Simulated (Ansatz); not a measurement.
**GaGeO4: what a guessed cell relaxes into**

The task: take a trial cell of GaGeO4 to zero force and stress.

Method: DFT PBE, scalar-relativistic, plane waves, PAW, in Ansatz 0.2.0.

### Step 1. The system as given

It takes space group Cmmm (No. 65, orthorhombic). The conventional cell has a = 6.344 Å, b = 6.504 Å, c = 3.060 Å, α = 90.00°, β = 90.00°, γ = 90.00°. Ga (site symmetry mmm) has 6 O at 2.02 to 2.05 Å in its first shell of neighbours. Around Ge (site symmetry mmm) lie 6 O at 1.85 to 1.95 Å. O (site symmetry m2m) has 2 Ge at 1.95 Å and 1 Ga at 2.05 Å in its first shell of neighbours. O (site symmetry 2mm) is surrounded by 1 Ge at 1.85 Å and 2 Ga at 2.02 Å.

Coordinates:

```
Ga Ge O
1.0
     3.17203   -3.25179    0.00000
     3.17203    3.25179    0.00000
     0.00000    0.00000    3.06045
Ga Ge O
1 1 4
Direct
  0.50000 0.50000 0.50000
  0.00000 0.00000 0.00000
  0.18480 0.81520 0.50000
  0.81520 0.18480 0.50000
  0.29167 0.29167 0.00000
  0.70833 0.70833 0.00000
```

Recipe of the guess: species swapped into a database cell of AsRhO4 (Cmmm, No. 65), with Ge on the As sites and Ga on the Rh sites. The dimensions are guesses.

### Step 2. Probe: one point on a coarse mesh

input.yaml reads:

```yaml
crystal:
  lattice:
    - [3.1720288, -3.25178881, 0.0]
    - [3.1720288, 3.25178881, 0.0]
    - [0.0, 0.0, 3.06044701]
  atoms:
    - { symbol: Ga, position: [0.5, 0.5, 0.5] }
    - { symbol: Ge, position: [0.0, 0.0, 0.0] }
    - { symbol: O, position: [0.184802, 0.815198, 0.5] }
    - { symbol: O, position: [0.815198, 0.184802, 0.5] }
    - { symbol: O, position: [0.291668, 0.291668, 0.0] }
    - { symbol: O, position: [0.708332, 0.708332, 0.0] }
basis:
  ecutwfc: 420
kpoints:
  mp_grid: { grid: [4, 4, 6] }
hamiltonian:
  xc: pbe
scf:
  occupations: { method: gaussian, width: 0.1 }
  lower_state_search: "off"
output:
  forces: true
  stress: true
  eigenvalues: true
```

On the command line:

```console
$ ansatz run input.yaml --threads 1 --pin off --max-ram 2560MiB --backend cpu --events-out ev --progress --plain --runs-dir out
```

Standard output, cut to the lines that bear on the results:

```text
[...]
SCF converged after 8 iterations
Free energy (F): -10345.915539 eV
[...]
E sigma→0 (E₀):  -10345.903953 eV
Entropy (-TS):   -0.023173 eV (-3.862 meV/atom)
Fermi energy:    7.130732 eV
[...]
--- Forces (eV/Å), atoms counted from 1 ---
  atom   1  Ga     0.00000000     0.00000000     0.00000000
  atom   2  Ge    -0.00000000     0.00000000     0.00000000
  atom   3  O      0.00000000    -0.71534743     0.00000000
  atom   4  O      0.00000000     0.71534743     0.00000000
  atom   5  O      1.00556329     0.00000000     0.00000000
  atom   6  O     -1.00556329     0.00000000     0.00000000
[...]
--- Stress (GPa, compression-positive) ---
       -1.887528       0.000000       0.000000
        0.000000      -0.656938       0.000000
        0.000000       0.000000     -11.121023
  P = ⅓ Tr σ = -4.5552 GPa (-45.552 kbar)
--- Band table (eV; the first three rows and the last of 28) ---
[...]
```

Wall time 6.5 s (1 thread of Intel Xeon at 2.50GHz (Skylake/Cascade Lake), shared host); peak memory 0.39 GiB.

The probe gives pressure -4.6 GPa, largest force 1.01 eV/Å, gap on this mesh none (metal). A guess like this is first relaxed loosely on the coarse mesh.

### Step 3. A loose first relaxation

Edit input.yaml of step 2 so:

```diff
@@ -25 +25,6 @@
   eigenvalues: true
+relax:
+  adjacent_minimum: "off"
+  f_tol: 0.04
+  max_steps: 70
+  cell: { stress_tol: 0.4 }
```

On the command line:

```console
$ ansatz run input.yaml --threads 1 --pin off --max-ram 2560MiB --backend cpu --events-out ev --progress --plain --runs-dir out
```

Standard output:

```text
Warning: RAYON_NUM_THREADS=1 ignored (pool sized by the plan → 1); use --threads N
Engine: ansatz 0.2.0, x86_64-unknown-linux-gnu
Pseudopotentials: kind: paw
Pseudopotential: Ga, paw, valence charge 13, recommended cutoff 420 eV (normal), Ga.paw.azcp
Pseudopotential: Ge, paw, valence charge 14, recommended cutoff 420 eV (normal), Ge.paw.azcp
Pseudopotential: O, paw, valence charge 6, recommended cutoff 420 eV (normal), O.paw.azcp
Functional definition: PBE
  parameter kappa = 0.804
  parameter beta = 0.06672455060314922
  exchange = pbe_x(kappa = kappa, mu = beta*pi^2/3)
  correlation = pbe_c(beta = beta)
Crystal: 6 atoms, lattice volume = 63.136 Å³
Basis set: ecut = 420 eV, 1227 PW (Γ), exchange–correlation on 64×64×48 points (8 copies of the dense FFT grid, shifted against one another)
Bands: 32, of which v1, the nominal top of the filled ones, is band 26 counted from 1 (25 counted from 0)
Symmetry: 8 space group operations
Space group: Cmmm (ITA 65), of the structure as read, at distance tolerance 4.0e-5 Å
k-points: 28 of 96
Non-local potential: Ga, projectors of the file, l = 0: 2, l = 1: 2, l = 2: 3, l = 3: 1
Non-local potential: Ge, projectors of the file, l = 0: 2, l = 1: 2, l = 2: 3, l = 3: 1
Non-local potential: O, projectors of the file, l = 0: 2, l = 1: 2, l = 2: 1
PAW form: soft (Blöchl's): semilocal exchange-correlation on the pseudo side does not see the compensation charge
PAW one-centre angular grid: Ga, 590 points (default); XC on 64 Gauss nodes
PAW one-centre angular grid: Ge, 590 points (default); XC on 64 Gauss nodes
PAW one-centre angular grid: O, 110 points (default); XC on 64 Gauss nodes
Initial density: superposition of atomic densities (neutral atoms: chi_scale 0, normalization atom), corrected by the library's trained network
Initial wavefunctions: pseudopotential atomic-orbital guess
Functional: x = pbe(κ = 0.804, μ = 0.2195149727645171), c = pbe(β = 0.06672455060314922)
SCF iter   1: F=—  HF=-10345.919760 eV  |F-HF|=—  |Δ(HF+E_count)|=         —  Δρ=7.74e-3  dr2=1.28e-2  ethr=1.77e-3  ⟨swp⟩=5.1  Hψ=3726  notcnv=0  defer=2
preconditioner: auto → LDOS  [metal: Δε(μ)=0.009 eV  Ē_g=19.427 eV  σ=0.100 eV  W_gap=0.05  n_scr=18 (ndim 8)  ℏωp=33.4 eV  f_vac=0.026  D(μ)=4.54/eV (n_scr^D=46)  β→1.0]
SCF iter   2: F=—  HF=-10345.915784 eV  |F-HF|=—  |Δ(HF+E_count)|=   3.98e-3  Δρ=1.95e-3  dr2=1.28e-3  ethr=2.52e-5  ⟨swp⟩=2.8  Hψ=1839  notcnv=0  defer=2
SCF iter   3: F=—  HF=-10345.915626 eV  |F-HF|=—  |Δ(HF+E_count)|=   1.58e-4  Δρ=8.88e-4  dr2=3.46e-4  ethr=2.50e-6  ⟨swp⟩=2.0  Hψ=1566  notcnv=0  defer=2
SCF iter   4: F=—  HF=-10345.915565 eV  |F-HF|=—  |Δ(HF+E_count)|=   6.14e-5  Δρ=5.08e-4  dr2=1.56e-4  ethr=6.79e-7  ⟨swp⟩=2.9  Hψ=1636  notcnv=0  defer=2
SCF iter   5: F=—  HF=-10345.915551 eV  |F-HF|=—  |Δ(HF+E_count)|=   1.34e-5  Δρ=3.01e-4  dr2=6.98e-5  ethr=3.05e-7  ⟨swp⟩=2.0  Hψ=988  notcnv=0  defer=2
SCF iter   6: F=—  HF=-10345.915540 eV  |F-HF|=—  |Δ(HF+E_count)|=   1.08e-5  Δρ=1.24e-4  dr2=1.06e-5  ethr=1.37e-7  ⟨swp⟩=1.1  Hψ=850  notcnv=0  defer=2
SCF iter   7: F=—  HF=-10345.915540 eV  |F-HF|=—  |Δ(HF+E_count)|=   7.32e-7  Δρ=2.97e-5  dr2=5.17e-7  ethr=2.07e-8  ⟨swp⟩=2.3  Hψ=1441  notcnv=0  defer=2
SCF iter   8: F=-10345.915539 eV  HF=-10345.915539 eV  |F-HF|=6.77e-9  |Δ(HF+E_count)|=   2.20e-7  Δρ=7.86e-6  dr2=2.33e-8  ethr=1.96e-10  ⟨swp⟩=7.8  Hψ=3959  notcnv=0
SCF 1 converged in 8 iterations: F = -10345.915539 eV  dr2 = 2.33e-8
relax step   1: F+E_penalty+E_count = -10345.91553948 eV  Δ(F+E_penalty+E_count) = +0.000e0 eV  max|allowed force component| = 1.006e0 eV/Å  Δτ_max = 0.0000 Å  P = -4.555 GPa  Ω = 63.136 Å³  (8 SCF iters, dr2 threshold 1.00e-7 eV, accepted)
Crystal: 6 atoms, lattice volume = 62.154 Å³
Basis set: ecut = 420 eV, 1201 PW (Γ), exchange–correlation on 64×64×48 points (8 copies of the dense FFT grid, shifted against one another)
Initial density: handed on by an earlier stage of this run
Initial wavefunctions: those handed on with the density
iter 1 solved again at ethr=1.25e-5 eV; its pass at ethr=3.10e-3 eV (dr2=6.39e-3 eV) is discarded
SCF iter   1: F=—  HF=-10346.021269 eV  |F-HF|=—  |Δ(HF+E_count)|=         —  Δρ=4.27e-3  dr2=6.48e-3  ethr=1.25e-5  ⟨swp⟩=1.4  Hψ=4727  notcnv=0
preconditioner: auto → LDOS  [metal: Δε(μ)=0.018 eV  Ē_g=19.646 eV  σ=0.100 eV  W_gap=0.10  n_scr=18 (ndim 8)  ℏωp=33.6 eV  f_vac=0.026  D(μ)=5.19/eV (n_scr^D=64)  β→1.0]
SCF iter   2: F=—  HF=-10346.020565 eV  |F-HF|=—  |Δ(HF+E_count)|=   7.04e-4  Δρ=1.60e-3  dr2=1.05e-3  ethr=1.25e-5  ⟨swp⟩=2.0  Hψ=1449  notcnv=0
SCF iter   3: F=—  HF=-10346.020462 eV  |F-HF|=—  |Δ(HF+E_count)|=   1.03e-4  Δρ=9.01e-4  dr2=4.80e-4  ethr=2.06e-6  ⟨swp⟩=2.0  Hψ=1393  notcnv=0
SCF iter   4: F=—  HF=-10346.020305 eV  |F-HF|=—  |Δ(HF+E_count)|=   1.56e-4  Δρ=5.85e-4  dr2=2.32e-4  ethr=9.40e-7  ⟨swp⟩=2.0  Hψ=1036  notcnv=0
SCF iter   5: F=—  HF=-10346.020282 eV  |F-HF|=—  |Δ(HF+E_count)|=   2.38e-5  Δρ=3.52e-4  dr2=8.70e-5  ethr=4.55e-7  ⟨swp⟩=1.0  Hψ=896  notcnv=0
SCF iter   6: F=—  HF=-10346.020272 eV  |F-HF|=—  |Δ(HF+E_count)|=   9.95e-6  Δρ=1.22e-4  dr2=9.69e-6  ethr=1.71e-7  ⟨swp⟩=2.0  Hψ=1588  notcnv=0
SCF iter   7: F=—  HF=-10346.020271 eV  |F-HF|=—  |Δ(HF+E_count)|=   9.23e-7  Δρ=3.83e-5  dr2=7.48e-7  ethr=1.90e-8  ⟨swp⟩=2.0  Hψ=1210  notcnv=0
SCF iter   8: F=-10346.020271 eV  HF=-10346.020271 eV  |F-HF|=5.85e-9  |Δ(HF+E_count)|=   1.16e-7  Δρ=1.01e-5  dr2=3.97e-8  ethr=1.18e-9  ⟨swp⟩=5.1  Hψ=3728  notcnv=0
SCF 2 converged in 8 iterations: F = -10346.020271 eV  dr2 = 3.97e-8
relax step   2: F+E_penalty+E_count = -10346.02027054 eV  Δ(F+E_penalty+E_count) = -1.047e-1 eV  max|allowed force component| = 7.037e-1 eV/Å  Δτ_max = 0.0343 Å  P = -2.071 GPa  Ω = 62.154 Å³  energy of the carried Pulay correction = +5.101e-3 eV  (8 SCF iters, dr2 threshold 6.00e-7 eV, accepted)
Crystal: 6 atoms, lattice volume = 61.349 Å³
Basis set: ecut = 420 eV, 1181 PW (Γ), exchange–correlation on 64×64×48 points (8 copies of the dense FFT grid, shifted against one another)
iter 1 solved again at ethr=7.98e-6 eV; its pass at ethr=3.10e-3 eV (dr2=4.07e-3 eV) is discarded
SCF iter   1: F=—  HF=-10346.048804 eV  |F-HF|=—  |Δ(HF+E_count)|=         —  Δρ=3.06e-3  dr2=4.25e-3  ethr=7.98e-6  ⟨swp⟩=1.1  Hψ=4105  notcnv=0
preconditioner: auto → LDOS  [metal: Δε(μ)=0.030 eV  Ē_g=19.814 eV  σ=0.100 eV  W_gap=0.17  n_scr=18 (ndim 8)  ℏωp=33.9 eV  f_vac=0.025  D(μ)=5.32/eV (n_scr^D=64)  β→1.0]
SCF iter   2: F=—  HF=-10346.047804 eV  |F-HF|=—  |Δ(HF+E_count)|=   9.99e-4  Δρ=1.20e-3  dr2=4.59e-4  ethr=7.98e-6  ⟨swp⟩=2.0  Hψ=1441  notcnv=0
SCF iter   3: F=—  HF=-10346.047775 eV  |F-HF|=—  |Δ(HF+E_count)|=   2.97e-5  Δρ=4.96e-4  dr2=1.16e-4  ethr=9.01e-7  ⟨swp⟩=2.0  Hψ=1437  notcnv=0
SCF iter   4: F=—  HF=-10346.047694 eV  |F-HF|=—  |Δ(HF+E_count)|=   8.07e-5  Δρ=2.18e-4  dr2=3.37e-5  ethr=2.28e-7  ⟨swp⟩=2.1  Hψ=1335  notcnv=0
SCF iter   5: F=—  HF=-10346.047690 eV  |F-HF|=—  |Δ(HF+E_count)|=   3.75e-6  Δρ=1.30e-4  dr2=1.26e-5  ethr=6.60e-8  ⟨swp⟩=2.4  Hψ=1307  notcnv=0
SCF iter   6: F=—  HF=-10346.047689 eV  |F-HF|=—  |Δ(HF+E_count)|=   9.32e-7  Δρ=7.03e-5  dr2=3.38e-6  ethr=2.48e-8  ⟨swp⟩=1.0  Hψ=897  notcnv=0
SCF iter   7: F=-10346.047688 eV  HF=-10346.047689 eV  |F-HF|=6.64e-7  |Δ(HF+E_count)|=   1.98e-7  Δρ=2.78e-5  dr2=4.95e-7  ethr=1.18e-9  ⟨swp⟩=3.1  Hψ=3355  notcnv=0
SCF 3 converged in 7 iterations: F = -10346.047688 eV  dr2 = 4.95e-7
relax step   3: F+E_penalty+E_count = -10346.04768848 eV  Δ(F+E_penalty+E_count) = -2.742e-2 eV  max|allowed force component| = 1.990e-1 eV/Å  Δτ_max = 0.0220 Å  P = +0.508 GPa  Ω = 61.349 Å³  energy of the carried Pulay correction = +9.339e-3 eV  (7 SCF iters, dr2 threshold 6.00e-7 eV, accepted)
[... 12 lines left out ...]
relax step   4: F+E_penalty+E_count = -10346.05142524 eV  Δ(F+E_penalty+E_count) = -3.737e-3 eV  max|allowed force component| = 1.539e-2 eV/Å  Δτ_max = 0.0126 Å  P = +0.130 GPa  Ω = 61.655 Å³  energy of the carried Pulay correction = +7.720e-3 eV  (7 SCF iters, dr2 threshold 6.00e-7 eV, accepted)
[... 10 lines left out ...]
relax step   5: F+E_penalty+E_count = -10346.05161786 eV  Δ(F+E_penalty+E_count) = -1.926e-4 eV  max|allowed force component| = 2.253e-3 eV/Å  Δτ_max = 0.0006 Å  P = -0.093 GPa  Ω = 61.693 Å³  energy of the carried Pulay correction = +7.520e-3 eV  (6 SCF iters, dr2 threshold 6.00e-7 eV, accepted)
[... 10 lines left out ...]
relax step   6: F+E_penalty+E_count = -10346.04700567 eV  Δ(F+E_penalty+E_count) = +4.612e-3 eV  max|allowed force component| = 3.001e-3 eV/Å  Δτ_max = 0.0000 Å  P = -0.242 GPa  Ω = 61.693 Å³  stress off target by 5.09e-1 GPa  SCF on the basis re-selected at this cell (its energy is not comparable with the rows above)  (5 SCF iters)
[... 9 lines left out ...]
relax step   7: F+E_penalty+E_count = -10346.04747340 eV  Δ(F+E_penalty+E_count) = -4.677e-4 eV  max|allowed force component| = 3.623e-3 eV/Å  Δτ_max = 0.0002 Å  P = +0.041 GPa  Ω = 61.624 Å³  energy of the carried Pulay correction = +3.484e-4 eV  (4 SCF iters, dr2 threshold 6.00e-7 eV, accepted)
iter 1 solved again at ethr=2.02e-8 eV; its pass at ethr=3.10e-3 eV (dr2=1.03e-5 eV) is discarded
SCF iter   1: F=—  HF=-10346.047166 eV  |F-HF|=—  |Δ(HF+E_count)|=         —  Δρ=2.43e-5  dr2=3.08e-7  ethr=2.02e-8  ⟨swp⟩=3.1  Hψ=6088  notcnv=0
preconditioner: auto → LDOS  [metal: Δε(μ)=0.026 eV  Ē_g=19.784 eV  σ=0.100 eV  W_gap=0.14  n_scr=18 (ndim 8)  ℏωp=33.8 eV  f_vac=0.029  D(μ)=5.34/eV (n_scr^D=66)  β→1.0]
SCF iter   2: F=—  HF=-10346.047168 eV  |F-HF|=—  |Δ(HF+E_count)|=   1.52e-6  Δρ=1.51e-5  dr2=1.38e-7  ethr=6.03e-10  ⟨swp⟩=2.6  Hψ=1545  notcnv=0
SCF iter   3: F=—  HF=-10346.047168 eV  |F-HF|=—  |Δ(HF+E_count)|=   5.89e-9  Δρ=8.81e-6  dr2=5.36e-8  ethr=2.71e-10  ⟨swp⟩=1.0  Hψ=896  notcnv=0
SCF iter   4: F=—  HF=-10346.047168 eV  |F-HF|=—  |Δ(HF+E_count)|=   4.25e-9  Δρ=4.07e-6  dr2=1.02e-8  ethr=1.05e-10  ⟨swp⟩=2.4  Hψ=1310  notcnv=0
SCF iter   5: F=-10346.047168 eV  HF=-10346.047168 eV  |F-HF|=3.02e-9  |Δ(HF+E_count)|=   2.70e-9  Δρ=2.36e-6  dr2=3.39e-9  ethr=7.53e-12  ⟨swp⟩=4.1  Hψ=3185  notcnv=0
SCF 8 converged in 5 iterations: F = -10346.047168 eV  dr2 = 3.39e-9
relax step   8: F+E_penalty+E_count = -10346.04716786 eV  Δ(F+E_penalty+E_count) = +3.055e-4 eV  max|allowed force component| = 3.743e-3 eV/Å  Δτ_max = 0.0000 Å  P = +0.036 GPa  Ω = 61.624 Å³  stress off target by 6.11e-2 GPa  SCF on the basis re-selected at this cell (its energy is not comparable with the rows above)  (5 SCF iters)
basis re-selected at this cell: Δ(F+E_penalty+E_count) = +3.055e-4 eV, ΔP = -0.005 GPa vs the last step (what re-selecting the basis moved, of the pressure what is left beyond the Pulay correction that the steps carried, after the strain that the cell walked since its last selection, with what the two solves' SCF thresholds leave and, on support functions, any second-order correction that the steps lacked; it is no measure of the basis error at this ecutwfc). This SCF's stress stands 6.11e-2 GPa from its target on what of the cell is left free (relax.cell.stress_tol is 4.00e-1 GPa) and its largest allowed force component is 3.74e-3 eV/Å (relax.f_tol is 4.00e-2 eV/Å): within both
SCF converged after 5 iterations
Free energy (F): -10346.047168 eV
Harris-Foulkes:  -10346.047168 eV  (|F-HF|=3.02e-9)
Internal energy: -10346.020473 eV  (E = F + TS)
E sigma→0 (E₀):  -10346.033820 eV
Entropy (-TS):   -0.026695 eV (-4.449 meV/atom)
Fermi energy:    7.393209 eV
--- Per-component energies (eV) ---
  E_band       = -175.509434
  E_kinetic    = 926.473999
  E_local      = -5354.625933  (includes V_loc(G=0)·N_el)
  E_nonlocal   = 1052.958005
  E_hartree    = 2295.287755
  E_xc         = -434.406330
  E_vxc        = -493.211738  (∫ρ·V_xc dr)
  E_paw        = -4659.310496  (= ΣΔE_a)
  E_vpaw       = -897.689649  (= ΣTr[D̂ρ^β])
  E_aug_tail   = 0.010196  (compensation charges beyond the density's cutoff)
  E_ewald      = -4172.407668
  E_smearing   = -0.026695  (= −TS)
  E_closure    = 0.000000  (closes the sum)
  Σ components = -10346.047168   (vs F -10346.047168, Δ=0.00e0)
--- Forces (eV/Å), atoms counted from 1 ---
  atom   1  Ga     0.00000000     0.00000000     0.00000000
  atom   2  Ge    -0.00000000    -0.00000000     0.00000000
  atom   3  O     -0.00000000    -0.00323352     0.00000000
  atom   4  O      0.00000000     0.00323352     0.00000000
  atom   5  O      0.00374324    -0.00000000     0.00000000
  atom   6  O     -0.00374324     0.00000000     0.00000000
  max |Σ_I F_I| component: 1.34e-17 eV/Å
--- Stress (GPa, compression-positive) ---
        0.010286      -0.000000       0.000000
       -0.000000       0.036140       0.000000
        0.000000       0.000000       0.061103
  P = ⅓ Tr σ = 0.0358 GPa (0.358 kbar)
--- Band table (eV; the first three rows and the last of 28) ---
  k-point 0: bands = ["-16.0145", "-15.8155", "-15.8023", "-15.7244", "-15.6865", "-11.7799", "-9.3601", "-9.3475", "-9.0366", "-5.0002", "-4.9553", "-4.8227", "-4.7613", "-4.5587", "-0.5824", "3.2884", "3.9786", "4.0800", "4.2772", "5.7052", "6.3647", "6.4759", "7.0570", "7.3562", "7.4751", "8.0735", "10.2487", "14.8571", "15.0177", "16.6459", "19.0569", "19.0722"]
  k-point 1: bands = ["-15.9764", "-15.8768", "-15.7855", "-15.7224", "-15.6970", "-11.5239", "-9.3830", "-9.1280", "-9.0341", "-4.8961", "-4.8420", "-4.8118", "-4.7966", "-4.6278", "-0.5979", "3.5474", "3.5977", "4.2067", "4.5201", "4.9326", "5.4160", "5.6418", "6.0083", "7.3805", "7.4261", "7.8351", "11.6387", "15.6306", "16.1544", "17.6904", "17.8530", "20.3973"]
  k-point 2: bands = ["-15.9929", "-15.9160", "-15.7379", "-15.7184", "-15.7179", "-10.8237", "-9.4299", "-9.2065", "-8.6638", "-4.8676", "-4.8496", "-4.7900", "-4.7297", "-4.4809", "-0.5857", "2.4708", "3.6642", "3.6644", "4.3294", "4.5603", "4.8794", "5.0768", "5.2024", "7.0260", "7.0263", "7.1476", "13.3333", "15.8861", "17.8829", "18.4851", "19.4157", "20.6206"]
  k-point 27: bands = ["-16.0509", "-15.8974", "-15.7289", "-15.7148", "-15.7052", "-9.9576", "-9.5484", "-9.4721", "-8.5363", "-4.9170", "-4.8595", "-4.7669", "-4.6958", "-4.2867", "-1.1662", "0.5381", "2.2346", "2.8702", "5.0683", "5.3407", "5.5837", "5.6645", "7.0333", "7.0439", "7.0857", "7.1315", "12.8296", "13.8940", "18.2196", "18.3590", "19.7973", "20.7608"]
--- Relaxed structure (6 steps of the walk, 6 accepted, 2 SCFs on fresh bases) ---
  F+E_penalty+E_count = -10346.04716786 eV   max|allowed force component| = 3.743e-3 eV/Å   (the final SCF, on the basis selected at the relaxed cell)
  cell:  # Å, volume = 61.6245 Å³
    - [3.1756594361030386, -3.2797468009118242, 0.0]
    - [3.1756594361030386, 3.2797468009118242, 0.0]
    - [0.0, 0.0, 2.9583450514175564]
  atoms:
    - { symbol: Ga, position: [0.49999999999999994, 0.49999999999999994, 0.49999999999999994] }
    - { symbol: Ge, position: [2.4870581231160442e-20, 2.0702866798294548e-20, 0.0] }
    - { symbol: O, position: [0.1884168888325456, 0.8115831111674542, 0.49999999999999994] }
    - { symbol: O, position: [0.8115831111674542, 0.1884168888325456, 0.49999999999999994] }
    - { symbol: O, position: [0.2974691116104898, 0.2974691116104898, 0.0] }
    - { symbol: O, position: [0.7025308883895099, 0.7025308883895099, 0.0] }
```

Wall time 59 s (1 thread of Intel Xeon at 2.50GHz (Skylake/Cascade Lake), shared host); peak memory 0.41 GiB.

The steps of the relaxation:

```
step  energy from step 1 (eV/cell)  largest force component (eV/Å)  pressure (GPa)  volume (Å³)
   1                        0.0000                          1.0056           -4.56        63.14
   2                       -0.1047                          0.7037           -2.07        62.15
   3                       -0.1321                          0.1990            0.51        61.35
   4                       -0.1359                          0.0154            0.13        61.66
   5                       -0.1361                          0.0023           -0.09        61.69
   6                       -0.1315                          0.0030           -0.24        61.69
   7                       -0.1319                          0.0036            0.04        61.62
   8                       -0.1316                          0.0037            0.04        61.62
```

Step 1 is the start. Steps 6, 8 each repeat the geometry before them on a plane-wave basis chosen anew, so the energy can jump there without any move.

Lengths and angles in the start's conventional setting:

|  | before | after | change |
| --- | --- | --- | --- |
| a (Å) | 6.344 | 6.351 | +0.1 % |
| b (Å) | 6.504 | 6.559 | +0.9 % |
| c (Å) | 3.060 | 2.958 | -3.3 % |
| volume (Å³/atom) | 10.52 | 10.27 | -2.4 % |
| shortest distance (Å) | 1.850 | 1.889 | +2.1 % |
| space group (0.01 Å) | Cmmm | Cmmm | same |

The run keeps the 8 symmetry operations of the start, so it could not have lowered the symmetry.

(Part 1 of 2 ends here.)
